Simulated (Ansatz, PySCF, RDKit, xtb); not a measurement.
# Isomers of C3H5F3O2, a sample narrowed down, part 2 of 2

Which of a sample of isomers of C3H5F3O2 is the most stable in the gas at 298.15 K, and what are its properties? The sample is small against all isomers, and the most stable one of this formula need not be in it.

xtb, Ansatz and PySCF; isolated molecules.

**12. Free energies and the winner**

Energies in kcal/mol from c855a; G adds the thermal terms to the CCSD(T)/def2-SVP + MP2/def2-TZVPP - MP2/def2-SVP energy. The columns left of the relaxed level are at the tight-binding geometries.

```
label              SMILES     spin  GFN2-xTB  HF/STO-3G  r2SCAN-D4/def2-SVP  PBE-D3(BJ)/def2-SVP  HF/def2-SVP  MP2/def2-SVP  CCSD(T)/def2-SVP + MP2/def2-TZVPP - MP2/def2-SVP    G  share at equilibrium     T1
c855a        OCCOC(F)(F)F  singlet       0.0        0.0                 0.0                  0.0          0.0           0.0                                               0.0  0.0                81.2 %  0.011
c529b  OC[C@H](O)C(F)(F)F  singlet      12.2       12.1                 2.5                  2.6          6.3           2.4                                               0.9  0.9                18.8 %  0.011
c906a    OC[C@H](F)OC(F)F  singlet       7.7       10.3                 8.7                  8.1          7.6           9.3                                               5.5  5.1               < 0.1 %  0.011
c275b        COCOC(F)(F)F  singlet      -2.1       -5.3                 3.5                  3.5          4.2           5.5                                               6.3  6.2               < 0.1 %  0.011
c739a    CO[C@H](F)OC(F)F  singlet       5.0        2.6                 9.1                  9.0          8.1          11.4                                               8.8  8.3               < 0.1 %  0.012
```

Lowest found: c855a, `OCCOC(F)(F)F`, a singlet. Bond lengths: C1–C2 1.518 Å, C3–F4 1.356 Å, C3–F5 1.337 Å, C3–F6 1.357 Å, C1–O7 1.408 Å, C2–O8 1.448 Å, C3–O8 1.350 Å, O7–H9 0.977 Å, C1–H10 1.119 Å, C1–H11 1.110 Å, C2–H12 1.111 Å, C2–H13 1.110 Å. Some angles: C1–C2–O8 106.2°, C2–C1–O7 112.1°, F4–C3–F5 108.7°, F4–C3–F6 106.6°, F4–C3–O8 112.3°, F5–C3–F6 108.4°, F5–C3–O8 108.2°, F6–C3–O8 112.5°, C2–O8–C3 116.4°, C1–C2–H12 111.9°.

```xyz
13

C    -3.1376    0.1864   -0.4537
C    -1.7961    0.7813   -0.8428
C     0.1687    1.4592    0.3140
F     0.9804    1.0797   -0.7043
F     0.8136    1.2709    1.4694
F    -0.0543    2.7889    0.1583
O    -3.7891    0.9481    0.5351
O    -0.9761    0.7441    0.3497
H    -3.1621    1.0120    1.2813
H    -2.9816   -0.8776   -0.1446
H    -3.7885    0.1726   -1.3529
H    -1.3034    0.2002   -1.6516
H    -1.9201    1.8362   -1.1658
```

**13. Density, orbitals and dipole (PBE0/def2-SVPD)**

The input, input.yaml:

```yaml
crystal:
  periodic: [false, false, false]
  atoms:
    - {symbol: C, position_ang: [-3.137574, 0.186377, -0.453666]}
    - {symbol: C, position_ang: [-1.796080, 0.781318, -0.842826]}
    - {symbol: C, position_ang: [0.168656, 1.459196, 0.313971]}
    - {symbol: F, position_ang: [0.980378, 1.079707, -0.704252]}
    - {symbol: F, position_ang: [0.813579, 1.270911, 1.469422]}
    - {symbol: F, position_ang: [-0.054297, 2.788864, 0.158333]}
    - {symbol: O, position_ang: [-3.789128, 0.948105, 0.535137]}
    - {symbol: O, position_ang: [-0.976088, 0.744093, 0.349745]}
    - {symbol: H, position_ang: [-3.162106, 1.012037, 1.281277]}
    - {symbol: H, position_ang: [-2.981604, -0.877571, -0.144632]}
    - {symbol: H, position_ang: [-3.788500, 0.172644, -1.352868]}
    - {symbol: H, position_ang: [-1.303387, 0.200200, -1.651601]}
    - {symbol: H, position_ang: [-1.920110, 1.836167, -1.165837]}
basis:
  gaussian:
    orbitals: def2-SVPD
output:
  forces: true
  orbitals: {seedname: orbitals}
hamiltonian:
  xc: {name: PBE0}
```

Run with:

```
ansatz run input.yaml --threads 4 --pin off --max-ram 7830MiB --events-out events.jsonl --progress --plain --runs-dir runs
```

Output, shortened:

```text
Warning: RAYON_NUM_THREADS=4 ignored (pool sized by the plan → 4); use --threads N
Functional definition: PBE0
  name "PBE0"
[...]
1752 factors; their error is unknown
[...]
mean field -15411.10728578 eV, -566.3477467286 hartree, gradient 3.0e-5 eV, S^2 0.000000; 0 other end points of the search recorded, 0 dependent functions left out
[...]
reference -15411.10732735 eV, -566.3477482563 hartree; 33, 33 occupied and 182, 182 virtual orbitals, 1752 factors
[...]
Atom 8 at    -3.162106     1.012037     1.281277 Å, force    -0.559989     0.051319    -0.393473 eV/Å
Atom 9 at    -2.981604    -0.877571    -0.144632 Å, force    -0.113804     0.426693    -0.005367 eV/Å
Atom 10 at    -3.788500     0.172644    -1.352868 Å, force     0.199681     0.036894     0.304492 eV/Å
Atom 11 at    -1.303387     0.200200    -1.651601 Å, force    -0.177544     0.146589     0.306793 eV/Å
Atom 12 at    -1.920110     1.836167    -1.165837 Å, force     0.044149    -0.329894     0.120906 eV/Å
Dipole moment:    -0.089422    -0.230987    -0.290648 e Å
```

It took 4.8 s on 4 threads of Arm Neoverse V2, shared host; peak memory 0.7 GiB.

**14. Electronic excitations (TD-PBE0/def2-SVPD)**

An in-house driver calls PySCF's response routines at TD-PBE0/def2-SVPD; it has no typed input.

Output:

```text
coarse grid: 11792 points
cycle   1  E = -566.0462466719  dE =  1.176e+00  |g| = 1.088e+00  |ddm| = 4.275e+00
cycle   2  E = -565.8130446197  dE =  2.332e-01  |g| = 1.622e+00  |ddm| = 2.348e+00
cycle   3  E = -566.2585218147  dE = -4.455e-01  |g| = 6.542e-02  |ddm| = 1.442e+00
cycle   4  E = -566.2588978789  dE = -3.761e-04  |g| = 4.881e-02  |ddm| = 1.030e-01
cycle   5  E = -566.2593159671  dE = -4.181e-04  |g| = 9.259e-03  |ddm| = 4.556e-02
cycle   6  E = -566.2593308791  dE = -1.491e-05  |g| = 1.448e-03  |ddm| = 1.146e-02
cycle   7  E = -566.2593312834  dE = -4.043e-07  |g| = 5.191e-04  |ddm| = 2.040e-03
final grid: 117712 points
cycle   8  E = -566.3477329823  dE = -3.694e-05  |g| = 1.186e-02  |ddm| = 7.837e-02
cycle   9  E = -566.3477063749  dE =  2.661e-05  |g| = 1.704e-02  |ddm| = 2.448e-02
cycle  10  E = -566.3477587236  dE = -5.235e-05  |g| = 9.409e-04  |ddm| = 1.447e-02
cycle  11  E = -566.3477588941  dE = -1.705e-07  |g| = 2.698e-04  |ddm| = 1.079e-03
cycle  12  E = -566.3477589061  dE = -1.202e-08  |g| = 7.128e-05  |ddm| = 2.577e-04
cycle  13  E = -566.3477589069  dE = -7.897e-10  |g| = 2.445e-05  |ddm| = 8.086e-05
converged SCF energy = -566.3477589069

Static polarisability (au): isotropic 51.077, principal 45.937 49.574 57.720

Singlet excitations
state   eV       nm        f      main configurations
  1   7.5437    164.4   0.01092   H->L 0.81, H->L+1 0.10
  2   8.1165    152.8   0.01535   H->L+1 0.87, H->L 0.11
  3   8.6978    142.5   0.04439   H->L+2 0.83, H->L+3 0.09
  4   8.9287    138.9   0.00695   H-1->L 0.97
  5   8.9557    138.4   0.03878   H->L+3 0.84
  6   9.2515    134.0   0.00279   H->L+5 0.48, H->L+4 0.42
  7   9.2786    133.6   0.00643   H-2->L 0.81
  8   9.3237    133.0   0.02636   H-1->L+1 0.89

Triplet excitations (Tamm-Dancoff, eV): 7.1957 7.9144 8.4718
```

It took 12 s on 4 threads of Arm Neoverse V2, shared host; peak memory 0.98 GiB.

The roots found:

```
excited state  energy (eV)  strength
            1        7.544    0.0109
            2        8.117    0.0154
            3        8.698    0.0444
            4        8.929    0.0069
            5        8.956    0.0388
            6        9.252    0.0028
            7        9.279    0.0064
            8        9.324    0.0264
```

**15. NMR shieldings (GIAO PBE0/pcSseg-1)**

An in-house driver calls PySCF's response routines at GIAO PBE0/pcSseg-1; it has no typed input.

Output:

```text
coarse grid: 11792 points
cycle   1  E = -566.3734390486  dE =  1.233e+00  |g| = 1.151e+00  |ddm| = 3.006e+00
cycle   2  E = -566.1426294289  dE =  2.308e-01  |g| = 1.696e+00  |ddm| = 1.471e+00
cycle   3  E = -566.5980496189  dE = -4.554e-01  |g| = 4.810e-02  |ddm| = 9.229e-01
cycle   4  E = -566.5983193689  dE = -2.698e-04  |g| = 2.932e-02  |ddm| = 4.273e-02
cycle   5  E = -566.5984506426  dE = -1.313e-04  |g| = 1.083e-02  |ddm| = 2.217e-02
cycle   6  E = -566.5984698298  dE = -1.919e-05  |g| = 1.420e-03  |ddm| = 6.316e-03
cycle   7  E = -566.5984701670  dE = -3.373e-07  |g| = 5.201e-04  |ddm| = 1.255e-03
final grid: 117712 points
cycle   8  E = -566.6868299834  dE = -4.072e-05  |g| = 1.245e-02  |ddm| = 1.933e-02
cycle   9  E = -566.6868031966  dE =  2.679e-05  |g| = 1.772e-02  |ddm| = 1.551e-02
cycle  10  E = -566.6868570302  dE = -5.383e-05  |g| = 9.063e-04  |ddm| = 9.317e-03
cycle  11  E = -566.6868571775  dE = -1.472e-07  |g| = 3.139e-04  |ddm| = 7.932e-04
cycle  12  E = -566.6868571924  dE = -1.499e-08  |g| = 8.526e-05  |ddm| = 1.861e-04
cycle  13  E = -566.6868571935  dE = -1.028e-09  |g| = 2.383e-05  |ddm| = 5.630e-05
cycle  14  E = -566.6868571936  dE = -9.732e-11  |g| = 5.718e-06  |ddm| = 1.754e-05
converged SCF energy = -566.6868571936

GIAO shielding tensors (ppm)
atom      isotropic    diamagn.    paramagn.     s11        s22        s33       span
  0 C      120.247     246.658    -126.410     99.132    108.770    152.839     53.707
  1 C      111.257     245.528    -134.271     87.108    102.114    144.549     57.441
  2 C       50.941     238.707    -187.766     43.271     47.259     62.294     19.023
  3 F      242.011     475.951    -233.941    151.402    214.818    359.813    208.411
  4 F      240.774     473.068    -232.294    168.280    201.130    352.913    184.633
  5 F      244.335     469.850    -225.515    151.050    216.675    365.279    214.229
  6 O      300.476     387.605     -87.129    277.375    308.126    315.928     38.553
  7 O      216.330     402.418    -186.087    163.228    187.702    298.061    134.833
  8 H       29.637      31.966      -2.329     19.648     29.557     39.708     20.060
  9 H       26.983      29.619      -2.636     22.422     26.344     32.182      9.759
 10 H       27.476      26.267       1.209     23.286     26.550     32.592      9.306
 11 H       27.219      31.159      -3.940     22.532     27.475     31.650      9.118
 12 H       27.018      28.290      -1.272     22.396     26.864     31.793      9.397
```

Wall time 5.4 s (4 threads of Arm Neoverse V2, shared host); peak memory 1 GiB.

Isotropic shieldings, averaged over atoms that the bond graph makes equivalent (absolute, not shifts):

```
     atoms  shielding (ppm)
        C1            120.2
        C2            111.3
        C3             50.9
F4, F5, F6            242.4
        O7            300.5
        O8            216.3
        H9            29.64
  H10, H11            27.23
  H12, H13            27.12
```

**16. The cation at the same geometry (PBE0/def2-SVPD)**

The input, input.yaml:

```yaml
crystal:
  periodic: [false, false, false]
  atoms:
    - symbol: C
      position_ang: [-3.137574, 0.186377, -0.453666]
    - symbol: C
      position_ang: [-1.796080, 0.781318, -0.842826]
    - symbol: C
      position_ang: [0.168656, 1.459196, 0.313971]
    - symbol: F
      position_ang: [0.980378, 1.079707, -0.704252]
    - symbol: F
      position_ang: [0.813579, 1.270911, 1.469422]
    - symbol: F
      position_ang: [-0.054297, 2.788864, 0.158333]
    - symbol: O
      position_ang: [-3.789128, 0.948105, 0.535137]
    - symbol: O
      position_ang: [-0.976088, 0.744093, 0.349745]
    - symbol: H
      position_ang: [-3.162106, 1.012037, 1.281277]
    - symbol: H
      position_ang: [-2.981604, -0.877571, -0.144632]
    - symbol: H
      position_ang: [-3.788500, 0.172644, -1.352868]
    - symbol: H
      position_ang: [-1.303387, 0.200200, -1.651601]
    - symbol: H
      position_ang: [-1.920110, 1.836167, -1.165837]
basis:
  gaussian:
    orbitals: def2-SVPD
total_charge: 1
magnetization:
  spin_polarized: true
  initial_magnetization: 1
hamiltonian:
  xc: pbe0
```

Run with:

```
ansatz run input.yaml --threads 4 --pin off --max-ram 7830MiB --events-out events.jsonl --progress --plain --runs-dir runs
```

Output, shortened:

```text
Warning: RAYON_NUM_THREADS=4 ignored (pool sized by the plan → 4); use --threads N
[... 2 set-up lines as earlier in the session ...]
[...]
1752 factors; their error is unknown
[...]
mean field -15400.11285986 eV, -565.9437090283 hartree, gradient 6.1e-6 eV, S^2 0.754762; 3 other end points of the search recorded, 0 dependent functions left out
reference -15400.11290335 eV, -565.9437106267 hartree; 33, 32 occupied and 182, 183 virtual orbitals, 1752 factors
Total energy: -15400.11290335 eV, -565.9437106267 hartree
```

Run time: 13 s. Hardware: 4 threads of Arm Neoverse V2, shared host; peak memory 0.93 GiB.

Difference from the parent: 10.99 eV.

**17. The anion at the same geometry (PBE0/def2-SVPD)**

The input, input.yaml:

```yaml
crystal:
  periodic: [false, false, false]
  atoms:
    - {symbol: C, position_ang: [-3.137574, 0.186377, -0.453666]}
    - {symbol: C, position_ang: [-1.796080, 0.781318, -0.842826]}
    - {symbol: C, position_ang: [0.168656, 1.459196, 0.313971]}
    - {symbol: F, position_ang: [0.980378, 1.079707, -0.704252]}
    - {symbol: F, position_ang: [0.813579, 1.270911, 1.469422]}
    - {symbol: F, position_ang: [-0.054297, 2.788864, 0.158333]}
    - {symbol: O, position_ang: [-3.789128, 0.948105, 0.535137]}
    - {symbol: O, position_ang: [-0.976088, 0.744093, 0.349745]}
    - {symbol: H, position_ang: [-3.162106, 1.012037, 1.281277]}
    - {symbol: H, position_ang: [-2.981604, -0.877571, -0.144632]}
    - {symbol: H, position_ang: [-3.788500, 0.172644, -1.352868]}
    - {symbol: H, position_ang: [-1.303387, 0.200200, -1.651601]}
    - {symbol: H, position_ang: [-1.920110, 1.836167, -1.165837]}
basis:
  gaussian:
    orbitals: def2-SVPD
total_charge: -1
magnetization:
  spin_polarized: true
  initial_magnetization: 1
hamiltonian:
  xc: {name: PBE0}
scf:
  lower_state_search: off
```

Run with:

```
ansatz run input.yaml --threads 4 --pin off --max-ram 7830MiB --events-out events.jsonl --progress --plain --runs-dir runs
```

Output, shortened:

```text
Warning: RAYON_NUM_THREADS=4 ignored (pool sized by the plan → 4); use --threads N
[... 2 set-up lines as earlier in the session ...]
[...]
1752 factors; their error is unknown
[...]
mean field -15409.54042576 eV, -566.2901656849 hartree, gradient 3.0e-6 eV, S^2 0.750251; 0 other end points of the search recorded, 0 dependent functions left out
reference -15409.54046027 eV, -566.2901669531 hartree; 34, 33 occupied and 181, 182 virtual orbitals, 1752 factors
Total energy: -15409.54046027 eV, -566.2901669531 hartree
Checks for a lower state left out: stability, starts, cluster_reference, orbital_swaps, neighbouring_geometries, increment
```

It took 6.6 s on 4 threads of Arm Neoverse V2, shared host; peak memory 0.79 GiB.

Parent less the species with the added electron: -1.57 eV. The extra electron isn't bound at this geometry, so the number measures the basis, not the molecule.

**18. The triplet at the same geometry (PBE0/def2-SVPD)**

The input, input.yaml:

```yaml
crystal:
  periodic: [false, false, false]
  atoms:
    - symbol: C
      position_ang: [-3.137574, 0.186377, -0.453666]
    - symbol: C
      position_ang: [-1.796080, 0.781318, -0.842826]
    - symbol: C
      position_ang: [0.168656, 1.459196, 0.313971]
    - symbol: F
      position_ang: [0.980378, 1.079707, -0.704252]
    - symbol: F
      position_ang: [0.813579, 1.270911, 1.469422]
    - symbol: F
      position_ang: [-0.054297, 2.788864, 0.158333]
    - symbol: O
      position_ang: [-3.789128, 0.948105, 0.535137]
    - symbol: O
      position_ang: [-0.976088, 0.744093, 0.349745]
    - symbol: H
      position_ang: [-3.162106, 1.012037, 1.281277]
    - symbol: H
      position_ang: [-2.981604, -0.877571, -0.144632]
    - symbol: H
      position_ang: [-3.788500, 0.172644, -1.352868]
    - symbol: H
      position_ang: [-1.303387, 0.200200, -1.651601]
    - symbol: H
      position_ang: [-1.920110, 1.836167, -1.165837]
basis:
  gaussian: {orbitals: def2-SVPD}
magnetization: {spin_polarized: true, initial_magnetization: 2}
hamiltonian: {xc: pbe0}
```

Run with:

```
ansatz run input.yaml --threads 4 --pin off --max-ram 7830MiB --events-out events.jsonl --progress --plain --runs-dir runs
```

Output, shortened:

```text
Warning: RAYON_NUM_THREADS=4 ignored (pool sized by the plan → 4); use --threads N
[... 2 set-up lines as earlier in the session ...]
[...]
1752 factors; their error is unknown
[...]
mean field -15403.82508171 eV, -566.0801306652 hartree, gradient 4.9e-5 eV, S^2 2.004200; 2 other end points of the search recorded, 0 dependent functions left out
reference -15403.82512389 eV, -566.0801322153 hartree; 34, 32 occupied and 181, 183 virtual orbitals, 1752 factors
Total energy: -15403.82512389 eV, -566.0801322153 hartree
```

Run time: 9.6 s. Hardware: 4 threads of Arm Neoverse V2, shared host; peak memory 0.89 GiB.

It lies 7.28 eV above the singlet.

**19. What came out**

What follows sums up all 2 parts.

| quantity | value |
| --- | --- |
| lowest structure found | OCCOC(F)(F)F, singlet |
| next finalist | OC[C@H](O)C(F)(F)F, singlet, 0.9 kcal/mol higher in G |
| share at equilibrium, among the finalists | 81.2 % |
| funnel | 18 starts, 18 minima at GFN2-xTB, 13 screening runs, 6 relaxed, 5 ranked |
| CPU time of all runs | 21 min |
| dipole moment (PBE0/def2-SVPD) | 1.83 D |
| HOMO energy (PBE0/def2-SVPD) | -8.50 eV |
| LUMO energy (PBE0/def2-SVPD) | 0.45 eV |
| HOMO–LUMO gap (PBE0/def2-SVPD) | 8.95 eV |
| lowest excitation (TD-PBE0/def2-SVPD) | 7.54 eV (f = 0.011) |
| strongest of the states computed, same level | 8.70 eV (f = 0.044) |
| lowest triplet excitation, same level, Tamm-Dancoff | 7.20 eV |
| vertical ionisation energy | 10.99 eV |
| vertical electron affinity | -1.57 eV (unbound: the value depends on the basis) |
| vertical triplet less singlet | +7.28 eV |

In words: The lowest structure found is `OCCOC(F)(F)F`. Its margin of 0.9 kcal/mol is inside the likely error of CCSD(T)/def2-SVP + MP2/def2-TZVPP - MP2/def2-SVP with harmonic terms (about 1.5 kcal/mol), so the order of the first two is not settled. r2SCAN-D4/def2-SVP, PBE-D3(BJ)/def2-SVP, HF/def2-SVP and MP2/def2-SVP already put its bonding pattern lowest among the structures in one piece; GFN2-xTB and HF/STO-3G favour the singlet COCOC(F)(F)F. The largest share of the time went into the final energies (60 %). 7 minima inside the window were never screened. The search is not exhaustive (a finite list of starts, one conformer a finalist), so a lower isomer can't be ruled out. Only 6 drawn patterns were tried, so whole families of isomers are missing, and the result ranks this sample alone.
